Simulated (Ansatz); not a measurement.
# SrTl: how the settings move a relaxation

How sensitive is a relaxation of SrTl to its settings? A reference run comes first, then two runs with altered input.

Program: Ansatz 0.2.0. Level of theory: reference: DFT, r2SCAN, PAW with Ansatz's default frozen-core files, scalar-relativistic. These are calculated values, not measurements.

## 1. Starting point

The structure is cubic, space group Pm-3m (No. 221). The conventional cell has a = 4.032 Å, b = 4.032 Å, c = 4.032 Å, α = 90.00°, β = 90.00°, γ = 90.00°. Sr (site symmetry m-3m) has 8 Tl at 3.49 Å as nearest neighbours. Tl (site symmetry m-3m) has 8 Sr at 3.49 Å as nearest neighbours.

Structure file:

```
CELL_PARAMETERS angstrom
4.03200 0.00000 0.00000
0.00000 4.03200 0.00000
0.00000 0.00000 4.03200
ATOMIC_POSITIONS crystal
Sr 0.00000 0.00000 0.00000
Tl 0.50000 0.50000 0.50000
```

## 2. The reference run

The input, input.yaml:

```yaml
crystal:
  lattice:
    - [4.032, 0.0, 0.0]
    - [0.0, 4.032, 0.0]
    - [0.0, 0.0, 4.032]
  atoms:
    - { symbol: Sr, position: [0.0, 0.0, 0.0] }
    - { symbol: Tl, position: [0.5, 0.5, 0.5] }
kpoints:
  mp_grid: { grid: [8, 8, 8] }
scf:
  occupations: { method: fermi_dirac, width: 0.05 }
hamiltonian:
  xc: r2scan
  pseudopotentials: { kind: paw }
output:
  forces: true
  stress: true
  efg: { contact_densities: true }
relax:
  f_tol: 0.005
  max_steps: 80
  cell: {}
```

On the command line:

```
$ ansatz run input.yaml --threads 1 --pin off --max-ram 2048MiB --backend cpu --events-out ev --progress --plain --runs-dir out
```

## 3. Changing settings: mp_grid.grid [6, 6, 6], ecutrho_ratio 4

Edit input.yaml of step 2 so:

```diff
@@ -9,3 +9,3 @@
 kpoints:
-  mp_grid: { grid: [8, 8, 8] }
+  mp_grid: { grid: [6, 6, 6] }
 scf:
@@ -23 +23,3 @@
   cell: {}
+basis:
+  ecutrho_ratio: 4
```

## 4. Variant: dispersion d3bj

Edit input.yaml of step 2 so:

```diff
@@ -15,2 +15,3 @@
   pseudopotentials: { kind: paw }
+  dispersion: d3bj
 output:
```

Q: Predict the outcome of this session. Wanted: for each run, ending; energy change; pressure; gap; force.

As calculated:

```tsv
run	ending	energy change	pressure (GPa)	gap (eV)	force (eV/Å)	cycles	time
reference	converged	0	0.0	0.00	0.00	20	20 s
1: mp_grid.grid [6, 6, 6], ecutrho_ratio 4	converged	-8.4 meV/atom	0.0	0.00	0.00	22	15 s
2: dispersion d3bj	converged	-146.8 meV/atom (offset of the dispersion model)	0.0	0.00	0.00	12	13 s
```

What this shows: «mp_grid.grid [6, 6, 6], ecutrho_ratio 4» moves the energy by -8.4 meV/atom.
